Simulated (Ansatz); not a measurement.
**Si₅GeH₁₄: one species, many methods**

An exercise on one series of results from a longer session: the logs are not shown, and one member is left open.

Computed with Ansatz 0.2.0, Gaussian basis. Level: functionals in def2-TZVPP, the program's frozen cores in correlated methods.

The runs, in order: LDA (SPW92), PBE-D4, revPBE-D4, BLYP-D4, r2SCAN-D4, B97M-V, PBE0-D4, B3LYP-D4, r2SCANh-D4, r2SCAN0-D4, HSE06-D4, BHLYP-D4, CAM-B3LYP-D4, LC-ωPBE, ωB97X-V, ωB97M-V, B2PLYP, PBE-QIDH; CCSD(T)/def2-SVP; CCSD(T)/def2-TZVPP; MP2/def2-QZVPP; extrapolation to the limit; RPA on PBE.

## The relaxed structure

All runs share one geometry, relaxed beforehand with PBE0-D4 in a triple-zeta def2 set.

SMILES `[SiH3][SiH2][SiH2][SiH2][GeH2][SiH3]`, 20 atoms, charge 0, spin multiplicity 1.

Atoms are counted from 1 here; the program's logs count them from 0.

Bond lengths: Si1–Si2 2.339 Å, Si1–H7 1.488 Å, Si1–H8 1.487 Å, Si1–H9 1.488 Å, Si2–Si3 2.337 Å, Si2–H10 1.490 Å, Si2–H11 1.490 Å, Si3–Si4 2.337 Å, Si3–H12 1.490 Å, Si3–H13 1.490 Å, Si4–Ge5 2.385 Å, Si4–H14 1.490 Å, Si4–H15 1.489 Å, Ge5–Si6 2.381 Å, Ge5–H16 1.542 Å, Ge5–H17 1.542 Å, Si6–H18 1.486 Å, Si6–H19 1.486 Å and more. Angles: Si2–Si1–H7 109.4°, Si2–Si1–H8 111.7°, Si2–Si1–H9 109.8°, H7–Si1–H8 108.9°, H7–Si1–H9 108.2°, H8–Si1–H9 108.7°, Si1–Si2–Si3 109.1°, Si1–Si2–H10 109.9°, Si1–Si2–H11 109.9°, Si3–Si2–H10 108.5°, Si3–Si2–H11 111.2°, H10–Si2–H11 108.2°, Si2–Si3–Si4 108.9°, Si2–Si3–H12 109.8°, Si2–Si3–H13 110.4°, Si4–Si3–H12 110.4°, Si4–Si3–H13 109.1°, H12–Si3–H13 108.4° and more.

Set-up of the first run:

in.yaml

```yaml
crystal:
  periodic: [false, false, false]
  atoms:
    - {symbol: Si, position_ang: [-1.550355, -0.800980, 2.009194]}
    - {symbol: Si, position_ang: [-1.336308, -1.738034, -0.122982]}
    - {symbol: Si, position_ang: [0.921137, -2.175051, -0.541663]}
    - {symbol: Si, position_ang: [2.143047, -0.208289, -0.222046]}
    - {symbol: Ge, position_ang: [1.144658, 1.590900, -1.428146]}
    - {symbol: Si, position_ang: [-0.632802, 2.650622, -0.251162]}
    - {symbol: H, position_ang: [-1.224467, -1.828824, 3.034749]}
    - {symbol: H, position_ang: [-2.927715, -0.295902, 2.253396]}
    - {symbol: H, position_ang: [-0.593775, 0.328409, 2.162977]}
    - {symbol: H, position_ang: [-1.829970, -0.778358, -1.149963]}
    - {symbol: H, position_ang: [-2.153016, -2.980668, -0.216400]}
    - {symbol: H, position_ang: [1.406856, -3.242760, 0.377595]}
    - {symbol: H, position_ang: [1.107844, -2.641694, -1.944416]}
    - {symbol: H, position_ang: [3.548917, -0.392286, -0.679831]}
    - {symbol: H, position_ang: [2.170425, 0.134720, 1.226911]}
    - {symbol: H, position_ang: [2.217801, 2.656226, -1.730290]}
    - {symbol: H, position_ang: [0.626285, 1.069025, -2.782833]}
    - {symbol: H, position_ang: [-0.159836, 3.081234, 1.090638]}
    - {symbol: H, position_ang: [-1.783555, 1.725641, -0.079843]}
    - {symbol: H, position_ang: [-1.095169, 3.846089, -1.005886]}
basis:
  gaussian: {orbitals: def2-TZVPP}
hamiltonian: {xc: lda}
output: {orbitals: {seedname: orbitals}}
```

Among the steps run: LDA; PBE-D4 (GGA); revPBE-D4 (GGA); BLYP-D4 (GGA); r2SCAN-D4 (meta-GGA); B97M-V (meta-GGA); PBE0-D4 (hybrid); B3LYP-D4 (hybrid); r2SCANh-D4 (hybrid); r2SCAN0-D4 (hybrid); HSE06-D4 (hybrid); BHLYP-D4 (hybrid); CAM-B3LYP-D4 (range-separated); LC-ωPBE-D4 (range-separated; the results give it without D4); ωB97X-V (range-separated); ωB97M-V (range-separated); B2PLYP (double hybrid); PBE-QIDH (double hybrid).

One of the session's tables, all rows but one given; the rest of the session is left out.

It belongs to the step «Frontier levels by functional». 

```
  functional  HOMO (eV)  gap (eV)
 LDA (SPW92)      -6.88      5.37
      PBE-D4      -6.78      5.44
   revPBE-D4      -6.73      5.48
     BLYP-D4      -6.60      5.47
   r2SCAN-D4      -7.02      5.85
      B97M-V      -7.16      5.75
     PBE0-D4          ?         ?
    B3LYP-D4      -7.57      6.90
  r2SCANh-D4      -7.39      6.49
  r2SCAN0-D4      -7.94      7.45
    HSE06-D4      -7.40      6.47
    BHLYP-D4      -8.66      9.05
CAM-B3LYP-D4      -8.95      9.49
     LC-ωPBE     -10.23     11.73
     ωB97X-V      -9.93     11.35
     ωB97M-V      -9.71     10.85
```

Q: Estimate the row for PBE0-D4 from the others.

As computed: HOMO (eV): -7.78; gap (eV): 7.22. In the column «HOMO (eV)» it lies between r2SCAN0-D4 (-7.94) and B3LYP-D4 (-7.57).
